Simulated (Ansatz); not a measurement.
# Al2O3: an axial (c/a) deformation path

An exercise on one series of results from a longer session: the logs are not shown, and one member is left open.

Program: Ansatz 0.2.0. Level of theory: DFT LDA, scalar-relativistic, plane waves, PAW. These are calculated values, not measurements.

### The system as given

It takes space group P-6m2 (No. 187, hexagonal). The conventional cell has a = 2.838 Å, b = 2.838 Å, c = 9.340 Å, α = 90.00°, β = 90.00°, γ = 120.00°. Al (site symmetry 3m) has 6 O at 1.77 to 2.14 Å as nearest neighbours. Around O (site symmetry 3m) lie 3 Al at 1.77 Å. O (site symmetry -6m2) has 6 Al at 2.14 Å as nearest neighbours.

Coordinates:

```cif
data_structure
_symmetry_space_group_name_H-M 'P 1'
_symmetry_Int_Tables_number 1
_cell_length_a 2.8381
_cell_length_b 2.8381
_cell_length_c 9.3399
_cell_angle_alpha 90.000
_cell_angle_beta 90.000
_cell_angle_gamma 120.000
_cell_volume 65.15
loop_
_atom_site_label
_atom_site_type_symbol
_atom_site_fract_x
_atom_site_fract_y
_atom_site_fract_z
_atom_site_occupancy
Al1 Al 0.00000 0.00000 0.14696 1
Al2 Al 0.00000 0.00000 0.85304 1
O1 O 0.33333 0.66667 0.21842 1
O2 O 0.66667 0.33333 0.00000 1
O3 O 0.33333 0.66667 0.78158 1
```

It goes back to an entry of the Materials Project, which need not be the stable form.

This cell was relaxed beforehand with the same method: volume 13.03 Å³/atom, gap on the mesh 5.18 eV.

Set-up of the first run:

input.yaml reads:

```yaml
crystal:
  lattice:
    - [2.8381078609, 0.0, 0.0]
    - [-1.4190539305, 2.4578735062, 0.0]
    - [0.0, 0.0, 9.339949059]
  atoms:
    - { symbol: Al, position: [0.0, 0.0, 0.1469612859] }
    - { symbol: Al, position: [0.0, 0.0, 0.8530387141] }
    - { symbol: O, position: [0.3333333333, 0.6666666667, 0.2184227737] }
    - { symbol: O, position: [0.6666666667, 0.3333333333, 0.0] }
    - { symbol: O, position: [0.3333333333, 0.6666666667, 0.7815772263] }
basis:
  ecutwfc: 420
kpoints:
  mp_grid: { grid: [12, 12, 4] }
hamiltonian:
  xc: lda
scf:
  occupations: { method: gaussian, width: 0.05 }
output:
  forces: true
  stress: true
  eigenvalues: true
  write_density: true
  write_potential: true
  elf: true
  volumetric_format: npy
```

Launch:

```console
ansatz run input.yaml --threads 1 --pin off --max-ram 2560MiB --backend cpu --events-out ev --progress --plain --runs-dir out
```

Among the steps run: The undisturbed cell; ρ = 0.850; ρ = 1.200; Point ρ = 0.920; Point ρ = 1.100; ρ = 0.960; ρ = 1.050; Point ρ = 0.800; At ρ = 1.300.

One of the session's tables, all rows but one given; the rest of the session is left out.

The scan, with free energies counted from the undisturbed cell:

```
    ρ  ΔE (meV/atom)  pressure (GPa)  gap on the mesh (eV)
0.800          310.6            -8.7                  2.73
0.850          168.9            -6.9                  3.39
0.920           46.0            -3.9                  4.29
0.960           11.2            -2.0                  4.76
1.000            0.0             0.0                  5.18
1.050              ?               ?                     ?
1.100           64.4             5.3                  5.62
1.200          242.4            11.1                  4.81
1.300          512.8            17.1                  3.52
```

Q: Estimate the row for ρ = 1.050 from the others.

Worked estimate for «ΔE (meV/atom)». A straight line through the neighbours (1.000, 0.0) and (1.100, 64.4) gives 0.0 + (64.4 − 0.0) × (1.050 − 1.000) / (1.100 − 1.000) = 32.2; a parabola fitted to 4 rows on both sides gives 17.9.

The run gave: ΔE (meV/atom): 16.6; pressure (GPa): 2.6; gap on the mesh (eV): 5.63. In «ΔE (meV/atom)» the line misses by +15.6 and the parabola by +1.3.

To keep in mind: Layers here are held mostly by dispersion, which this level lacks, so their spacing and the stiffness across them are unreliable there.
